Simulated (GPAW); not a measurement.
MoN2:

```
Mo N
1.0
     4.34805    0.00000    0.00000
     0.00000    4.34805    0.00000
     0.00000    0.00000    2.76746
Mo N
2 4
Cartesian
  0.0000 0.0000 0.0000
  2.1740 2.1740 0.0000
  2.6595 3.8626 1.3837
  1.6886 0.4854 1.3837
  0.4854 2.6595 1.3837
  3.8626 1.6886 1.3837
```

Measurements of this composition are mostly on another form, of space group No. 160.

Base run:

```yaml
Program: GPAW 26.7.0
Functional: PBEsol
Potentials_or_basis: PAW data sets generated in the run's folder for this functional
Cutoff: 800 eV
Basis: pw
k_mesh: 5 × 5 × 7
Occupations: fermi-dirac, width 0.05 eV
Spin: no spin polarisation
Hubbard_terms: Mo d U = 1 eV
```

Its results: pressure -15.0 GPa; largest force 0.074 eV/Å.

Question: After a change of settings the same cell gave: pressure 9.9 GPa; largest force 0.899 eV/Å. Which change was it?
A. k mesh from 5 × 5 × 7 to 6 × 6 × 10; hubbard terms from Mo d U = 1 eV to none
B. hubbard terms from Mo d U = 1 eV to Mo d U = 8 eV
C. hubbard terms from Mo d U = 1 eV to none
D. hubbard terms from Mo d U = 1 eV to Mo d U = 2 eV

Answer: B.

Caveats: U without spin polarisation on a metal has little footing.
